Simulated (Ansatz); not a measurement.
# RuBrCl3: a trial structure relaxed

Where does this trial cell of RuBrCl3 go when cell and atoms are let free?

Method: DFT PBE, scalar-relativistic, plane waves, PAW, in Ansatz 0.2.0.

## (1) Starting point

Symmetry: Pm-3m, No. 221, cubic system. The conventional cell has a = 5.203 Å, b = 5.203 Å, c = 5.203 Å, α = 90.00°, β = 90.00°, γ = 90.00°. Ru (site symmetry m-3m) has 6 Cl at 2.60 Å as nearest neighbours. Around Br (site symmetry m-3m) lie 12 Cl at 3.68 Å. Cl (site symmetry 4/mmm) has 2 Ru at 2.60 Å as nearest neighbours.

Structure file:

```xyz
5
Lattice="5.2027 0.0000 0.0000 0.0000 5.2027 0.0000 0.0000 0.0000 5.2027" Properties=species:S:1:pos:R:3 pbc="T T T"
Ru    2.6013    2.6013    2.6013
Br    0.0000    0.0000    0.0000
Cl    0.0000    2.6013    2.6013
Cl    2.6013    0.0000    2.6013
Cl    2.6013    2.6013    0.0000
```

Recipe of the guess: species swapped into a database cell of Yb3SnO (Pm-3m, No. 221), with Cl on the Yb sites, Br on the Sn sites and Ru on the O sites. Lengths come from tabulated atomic sizes and are only a guess.

## (2) A first look at the guess

input.yaml

```yaml
crystal:
  lattice:
    - [5.2026853, 0.0, 0.0]
    - [0.0, 5.2026853, 0.0]
    - [0.0, 0.0, 5.2026853]
  atoms:
    - { symbol: Ru, position: [0.5, 0.5, 0.5], spin: 1.0 }
    - { symbol: Br, position: [0.0, 0.0, 0.0] }
    - { symbol: Cl, position: [0.0, 0.5, 0.5] }
    - { symbol: Cl, position: [0.5, 0.0, 0.5] }
    - { symbol: Cl, position: [0.5, 0.5, 0.0] }
basis:
  ecutwfc: 420
kpoints:
  mp_grid: { grid: [4, 4, 4] }
hamiltonian:
  xc: pbe
scf:
  occupations: { method: gaussian, width: 0.1 }
  lower_state_search: "off"
output:
  forces: true
  stress: true
  eigenvalues: true
  populations: true
magnetization:
  spin_polarized: true
```

Started as:

```
$ ansatz run input.yaml --threads 1 --pin off --max-ram 2560MiB --backend cpu --events-out ev --progress --plain --runs-dir out
```

The session goes on with these runs: rough relaxation on the coarse mesh; full relaxation.

Before running it: what results should come out? Wanted: conventional cell; volume; energy over the elements; gap on the mesh; total moment.

The runs gave:

| quantity | value |
| --- | --- |
| symmetry at the end (tolerance 0.05 Å) | space group Pm-3m (No. 221) |
| conventional cell | a = 4.786 Å, b = 4.786 Å, c = 4.786 Å, α = 90.00°, β = 90.00°, γ = 90.00° |
| volume | 21.92 Å³/atom |
| energy over the elements (uncorrected; H, N, O, F and Cl as molecules) | +0.04 eV/atom |
| gap on the mesh | none (metal) |
| total moment | 1.30 μB/cell |

**Reading.** The space group Pm-3m (No. 221) is kept, and the volume per atom shrinks by 22.2 % from the first guess. The formation energy of this structure is too near zero to say whether it is bound against the elements. No finished test with a distortion of lower symmetry is shown, so the end may be a saddle point. Other magnetic orders were not searched.
